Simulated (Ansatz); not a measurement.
# CHBClN (SMILES N#CBCl) at 5 levels

Wanted: a comparison of 5 runs (B3LYP/6-31G*, PBE0/def2-SVP, CAM-B3LYP/cc-pVTZ, MP2/aug-cc-pVDZ) of CHBClN. 

The calculation is run with Ansatz 0.2.0.

5 further runs of the same task are left out: 1 for a known fault of the program, 2 that didn't finish, 2 set aside as unsound or not needed.

**1. The structure to begin with**

CHBClN: 5 atoms, total charge 0, spin state singlet. SMILES: `N#CBCl`. The shape is that of a PBE0-D4/def2-TZVP optimisation.

Bond lengths: N1–C2 1.152 Å, C2–B3 1.528 Å, B3–Cl4 1.723 Å, B3–H5 1.187 Å. Angles: N1–C2–B3 178.6°, C2–B3–Cl4 119.2°, C2–B3–H5 120.7°, Cl4–B3–H5 120.1°.

**2. Energy and gradient at B3LYP/6-31G(d) (spherical functions) (run 1)**

The input, job.yaml:

```yaml
crystal:
  periodic: [false, false, false]
  atoms:
    - {symbol: "N", position_ang: [1.053200, -1.411100, 1.218200]}
    - {symbol: C, position_ang: [0.513400, -0.630900, 0.564200]}
    - {symbol: B, position_ang: [-0.176600, 0.429700, -0.293300]}
    - {symbol: Cl, position_ang: [-1.594500, 0.005200, -1.176200]}
    - {symbol: H, position_ang: [0.254400, 1.533500, -0.354200]}
basis:
  gaussian:
    orbitals: 6-31G_st_-spherical.json
hamiltonian:
  xc: {name: B3LYP}
accuracy: high
output: {forces: true, orbitals: {seedname: orbitals}}
```

The basis set 6-31G* is read from a file made from the Basis Set Exchange's data (not shown).

Command:

```bash
$ ansatz run job.yaml --threads 1 --pin off --max-ram 2610MiB --events-out events.jsonl --progress --plain --runs-dir runs
```

What it wrote:

```text
Warning: RAYON_NUM_THREADS=1 ignored (pool sized by the plan → 1); use --threads N
Functional definition: B3LYP
  name "B3LYP"
  parameter a0 = 0.2
  parameter ax = 0.72
  parameter ac = 0.81
  exchange = (1 - a0 - ax)*slater_x + ax*b88_x + a0*exact_x
  correlation = (1 - ac)*vwn_rpa_c + ac*lyp_c
1315 factors; integrals over basis functions are off by at most 3.1e-9 eV
mean field evaluation 1: about -15738.9783 eV, gradient 3.7e1 eV
mean field evaluation 2: about -15729.0011 eV, gradient 7.2e1 eV
mean field evaluation 4: about -15742.1541 eV, gradient 3.0e0 eV
mean field evaluation 8: about -15742.3172 eV, gradient 3.3e-1 eV
mean field evaluation 16: about -15742.3175 eV, gradient 1.0e-5 eV
mean field -15742.31753544 eV, -578.5194989015 hartree, gradient 7.3e-8 eV, S^2 0.000000; 0 other end points of the search recorded, 0 dependent functions left out
the calculation of the forces begins
reference -15742.31756674 eV, -578.5195000517 hartree; 18, 18 occupied and 44, 44 virtual orbitals, 1315 factors
Total energy: -15742.31756674 eV, -578.5195000517 hartree
Atom 0 at     1.053200    -1.411100     1.218200 Å, force     0.694808    -1.002225     0.841224 eV/Å
Atom 1 at     0.513400    -0.630900     0.564200 Å, force    -0.598581     0.948808    -0.753459 eV/Å
Atom 2 at    -0.176600     0.429700    -0.293300 Å, force     0.326197     0.121316     0.194696 eV/Å
Atom 3 at    -1.594500     0.005200    -1.176200 Å, force    -0.411174    -0.067663    -0.274606 eV/Å
Atom 4 at     0.254400     1.533500    -0.354200 Å, force    -0.011250    -0.000236    -0.007854 eV/Å
Dipole moment:    -0.179263     0.367233    -0.253686 e Å
```

Wall time 5.1 s (1 thread of Arm Neoverse V1, shared host); peak memory 0.16 GiB.

**3. Energy and gradient at PBE0/def2-SVP (run 2)**

The input, input.yaml:

```yaml
basis:
  gaussian: {orbitals: def2-SVP}
crystal:
  periodic: [false, false, false]
  atoms:
    - symbol: "N"
      position_ang: [1.053200, -1.411100, 1.218200]
    - symbol: C
      position_ang: [0.513400, -0.630900, 0.564200]
    - symbol: B
      position_ang: [-0.176600, 0.429700, -0.293300]
    - symbol: Cl
      position_ang: [-1.594500, 0.005200, -1.176200]
    - symbol: H
      position_ang: [0.254400, 1.533500, -0.354200]
hamiltonian: {xc: pbe0}
accuracy: high
output: {forces: true, orbitals: {seedname: orbitals}}
```

Command:

```bash
$ ansatz run input.yaml --threads 1 --pin off --max-ram 2610MiB --events-out events.jsonl --progress --plain --runs-dir runs
```

What it wrote:

```text
Warning: RAYON_NUM_THREADS=1 ignored (pool sized by the plan → 1); use --threads N
Functional definition: PBE0
  name "PBE0"
  parameter a = 0.25
  parameter kappa = 0.804
  parameter beta = 0.06672455060314922
  exchange = (1 - a)*pbe_x(kappa = kappa, mu = beta*pi^2/3) + a*exact_x
  correlation = pbe_c(beta = beta)
1385 factors; integrals over basis functions are off by at most 3.6e-9 eV
mean field evaluation 1: about -15725.2611 eV, gradient 3.1e1 eV
mean field evaluation 2: about -15721.2432 eV, gradient 5.1e1 eV
mean field evaluation 4: about -15727.7597 eV, gradient 2.5e0 eV
mean field evaluation 8: about -15727.9497 eV, gradient 3.4e-1 eV
mean field evaluation 16: about -15727.9500 eV, gradient 1.8e-5 eV
mean field -15727.95003175 eV, -577.9915028796 hartree, gradient 6.9e-8 eV, S^2 0.000000; 0 other end points of the search recorded, 0 dependent functions left out
the calculation of the forces begins
reference -15727.95003349 eV, -577.9915029432 hartree; 18, 18 occupied and 47, 47 virtual orbitals, 1385 factors
Total energy: -15727.95003349 eV, -577.9915029432 hartree
Atom 0 at     1.053200    -1.411100     1.218200 Å, force     0.497955    -0.727695     0.606096 eV/Å
Atom 1 at     0.513400    -0.630900     0.564200 Å, force    -0.364698     0.554098    -0.450955 eV/Å
Atom 2 at    -0.176600     0.429700    -0.293300 Å, force    -0.096765    -0.120270    -0.029805 eV/Å
Atom 3 at    -1.594500     0.005200    -1.176200 Å, force    -0.160762    -0.033268    -0.104982 eV/Å
Atom 4 at     0.254400     1.533500    -0.354200 Å, force     0.124270     0.327135    -0.020354 eV/Å
Dipole moment:    -0.216111     0.363799    -0.279198 e Å
```

Wall time 4.5 s (1 thread of Arm Neoverse V1, shared host); peak memory 0.17 GiB.

Runs 3 to 4 aren't shown in full; the table further down has their settings and results.

**4. Energy and forces at MP2/aug-cc-pVDZ (run 5)**

job.yaml, as its differences from that of step 2:

```diff
@@ -1 +1,4 @@
+basis:
+  gaussian:
+    orbitals: aug-cc-pVDZ
 crystal:
@@ -8,8 +11,6 @@
     - {symbol: H, position_ang: [0.254400, 1.533500, -0.354200]}
-basis:
-  gaussian:
-    orbitals: 6-31G_st_-spherical.json
-hamiltonian:
-  xc: {name: B3LYP}
 accuracy: high
+correlation:
+  method: mp2
+  frozen_orbitals: {B: 1, C: 1, Cl: 5, H: 0, "N": 1}
 output: {forces: true, orbitals: {seedname: orbitals}}
```

Command:

```bash
$ ansatz run job.yaml --threads 1 --pin off --max-ram 2610MiB --events-out events.jsonl --progress --plain --runs-dir runs
```

What it wrote:

```text
Warning: RAYON_NUM_THREADS=1 ignored (pool sized by the plan → 1); use --threads N
Functional definition: HF
  name "HF"
  exchange = exact_x
  correlation = 0
2004 factors; integrals over basis functions are off by at most 3.1e-9 eV
mean field evaluation 1: about -15702.3810 eV, gradient 2.7e1 eV
mean field evaluation 2: about -15702.4431 eV, gradient 2.7e1 eV
mean field evaluation 4: about -15704.6079 eV, gradient 4.1e0 eV
mean field evaluation 8: about -15704.6715 eV, gradient 7.9e-4 eV
mean field -15704.67153666 eV, -577.1360339635 hartree, gradient 2.2e-8 eV, S^2 0.000000; 0 other end points of the search recorded, 0 dependent functions left out
8 core orbitals not correlated: weight in the atoms' cores, before any rotation towards them, 1.000 or more for the frozen orbitals, at most 0.000 for the correlated occupied ones
reference -15704.67153666 eV, -577.1360339635 hartree; 10, 10 occupied and 87, 87 virtual orbitals, 2004 factors
second order -13.87143830 eV of doubles, -0.00000000 eV of singles
the calculation of the forces begins
Total energy: -15718.54297496 eV, -577.6457999185 hartree
Atom 0 at     1.053200    -1.411100     1.218200 Å, force     1.963256    -2.837010     2.378492 eV/Å
Atom 1 at     0.513400    -0.630900     0.564200 Å, force    -1.672654     2.408430    -2.023355 eV/Å
Atom 2 at    -0.176600     0.429700    -0.293300 Å, force     0.172049     0.380133    -0.004270 eV/Å
Atom 3 at    -1.594500     0.005200    -1.176200 Å, force    -0.523337    -0.138167    -0.331974 eV/Å
Atom 4 at     0.254400     1.533500    -0.354200 Å, force     0.060687     0.186614    -0.018893 eV/Å
Dipole moment:    -0.204147     0.400034    -0.282771 e Å
```

Wall time 10 s (1 thread of Arm Neoverse V1, shared host); peak memory 0.39 GiB.

**5. All runs side by side**

```csv
run,level,Cartesian functions,frozen core orbitals,energy (Eh),dipole moment (D),HOMO energy (eV),LUMO energy (eV),wall time
1,B3LYP/6-31G* (spherical functions),no,–,-578.519500,2.31,-9.26,-3.15,5.1 s
2,PBE0/def2-SVP,no,–,-577.991503,2.44,-9.55,-3.04,4.5 s
3,B3LYP/6-31G* (Cartesian functions),yes,–,-578.525977,2.32,-9.26,-3.15,5.1 s
4,CAM-B3LYP/cc-pVTZ,no,–,-578.537289,2.58,-11.09,-2.01,17 s
5,MP2/aug-cc-pVDZ,no,8,-577.645800,2.55,-13.13,0.39,10 s
```

**6. Results**

```
                                          quantity          value
                               run 5: total energy  -577.64580 Eh
         run 5: dipole moment (correlated density)         2.55 D
        run 5: HOMO energy (Hartree–Fock orbitals)      -13.13 eV
        run 5: LUMO energy (Hartree–Fock orbitals)        0.39 eV
      run 5: HOMO–LUMO gap (Hartree–Fock orbitals)       13.52 eV
run 5: correlation energy (8 core orbitals frozen)     -509.8 mEh
                   run 5: largest force on an atom     4.190 eV/Å
```

What this shows: The dipole moment (its size) runs from 2.31 D (B3LYP/6-31G*) to 2.58 D (CAM-B3LYP/cc-pVTZ). The two ends differ in method and basis. Over runs 1, 2, 3, 4 the HOMO–LUMO gap runs from 6.11 eV (B3LYP/6-31G*) to 9.08 eV (CAM-B3LYP/cc-pVTZ). Totals of different functionals can't be ranked against each other. All runs together took 42 s, the longest 17 s.
